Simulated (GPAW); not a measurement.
BiTe: single point with PBEsol

Crystal: BiTe.

```
Bi Te
1.0
     0.00000    3.23500    3.23500
     3.23500    0.00000    3.23500
     3.23500    3.23500    0.00000
Bi Te
1 1
Direct
  0.98294 0.99120 0.02381
  0.49611 0.49225 0.50219
```

The cell isn't the ideal one: atoms moved at random, drawn with an rms of 0.05 Å.

```
Program             : GPAW 26.7.0
Task                : single point
Functional          : PBEsol
Potentials or basis : PAW data sets generated in the run's folder for this functional
Cutoff              : 600 eV
Basis               : pw
k mesh              : 7 × 7 × 7
Occupations         : fermi-dirac, width 0.05 eV
Spin                : no spin polarisation
Maxiter             : 150
```

```yaml
Pressure: -1.6 GPa
Largest_force: 0.223 eV/Å
Band_gap_on_the_k_mesh: none (metal or under the smearing width)
```

Forces in eV/Å, atoms in the order of the input:
```
Bi  -0.175 -0.071  0.119
Te   0.175  0.071 -0.119
```

Stress tensor (GPa, compression positive):
```
-1.60 -0.05  0.09
-0.05 -1.66  0.04
 0.09  0.04 -1.64
```

Levels at points of the mesh, in eV from the Fermi level:
| k point | band 7 | band 8 | band 9 | band 10 | band 11 | band 12 | band 13 | band 14 |
| --- | --- | --- | --- | --- | --- | --- | --- | --- |
| (0.00, 0.00, 0.00) | -8.06 | -2.58 | -2.57 | -2.56 | 2.07 | 2.09 | 2.12 | 4.62 |

It took 2.6 min on 1 thread of Arm Neoverse V1 (shared host), peak memory 0.35 GiB.

Caveat: spin-orbit coupling is left out, which moves the levels of the heavy elements.
